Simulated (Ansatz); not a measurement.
# La5AgS8: the cost of one run

Method: DFT PBE+D3(BJ), plane waves, PAW, scalar-relativistic, no spin polarisation, in Ansatz 0.2.0.

### 1 The starting structure

The cell holds 28 atoms (Ag2La10S16): a = 8.787 Å, b = 8.787 Å, c = 8.871 Å, α = 90.00°, β = 90.00°, γ = 90.00°.

The coordinates stand in the first input below.

### 2 Run 1

180 steps of 2 fs at constant energy, with velocities drawn for 1400 K.

File input.yaml:

```yaml
crystal:
  lattice:
    - [8.787012, 0.0, 0.0]
    - [0.0, 8.787012, 0.0]
    - [0.0, 0.0, 8.871192]
  atoms:
    - { symbol: La, position: [0.633839, 0.249066, 0.131175] }
    - { symbol: La, position: [0.250934, 0.133839, 0.368825] }
    - { symbol: La, position: [0.866161, 0.250934, 0.631175] }
    - { symbol: La, position: [0.249066, 0.366161, 0.868825] }
    - { symbol: La, position: [0.0, 0.5, 0.25] }
    - { symbol: Ag, position: [0.0, 0.0, 0.0] }
    - { symbol: S, position: [0.5773335, 0.3177225, 0.8150525] }
    - { symbol: S, position: [0.17907, 0.430926, 0.547116] }
    - { symbol: S, position: [0.3177225, 0.4226665, 0.1849475] }
    - { symbol: S, position: [0.9226665, 0.1822775, 0.3150525] }
    - { symbol: S, position: [0.32093, 0.069074, 0.047116] }
    - { symbol: S, position: [0.430926, 0.82093, 0.452884] }
    - { symbol: S, position: [0.069074, 0.67907, 0.952884] }
    - { symbol: S, position: [0.1822775, 0.0773335, 0.6849475] }
    - { symbol: La, position: [0.133839, 0.749066, 0.631175] }
    - { symbol: La, position: [0.750934, 0.633839, 0.868825] }
    - { symbol: La, position: [0.366161, 0.750934, 0.131175] }
    - { symbol: La, position: [0.749066, 0.866161, 0.368825] }
    - { symbol: La, position: [0.5, 0.0, 0.75] }
    - { symbol: Ag, position: [0.5, 0.5, 0.5] }
    - { symbol: S, position: [0.0773335, 0.8177225, 0.3150525] }
    - { symbol: S, position: [0.67907, 0.930926, 0.047116] }
    - { symbol: S, position: [0.8177225, 0.9226665, 0.6849475] }
    - { symbol: S, position: [0.4226665, 0.6822775, 0.8150525] }
    - { symbol: S, position: [0.82093, 0.569074, 0.547116] }
    - { symbol: S, position: [0.930926, 0.32093, 0.952884] }
    - { symbol: S, position: [0.569074, 0.17907, 0.452884] }
    - { symbol: S, position: [0.6822775, 0.5773335, 0.1849475] }
basis:
  ecutwfc: 420.0
kpoints:
  mp_grid: { grid: [1, 1, 1] }
hamiltonian:
  xc: pbe
  dispersion: d3bj
scf:
  occupations: { method: fermi_dirac, width: 0.05 }
  lower_state_search: "off"
md:
  timestep: 2
  n_steps: 180
  ensemble: nve
  temperature: 1400.0
  initial_velocities: maxwell_boltzmann
  seed: 483234
```

The run is started by

```console
$ ansatz run input.yaml --threads 2 --pin off --max-ram 5120MiB --backend cpu --events-out ev --progress --plain --runs-dir out
```

**Question.** How long does this run take on 2 threads of Intel Xeon Platinum 8488C (Sapphire Rapids), shared host, and how much memory does it need?

About 6.4 min, with a peak of 0.78 GiB.
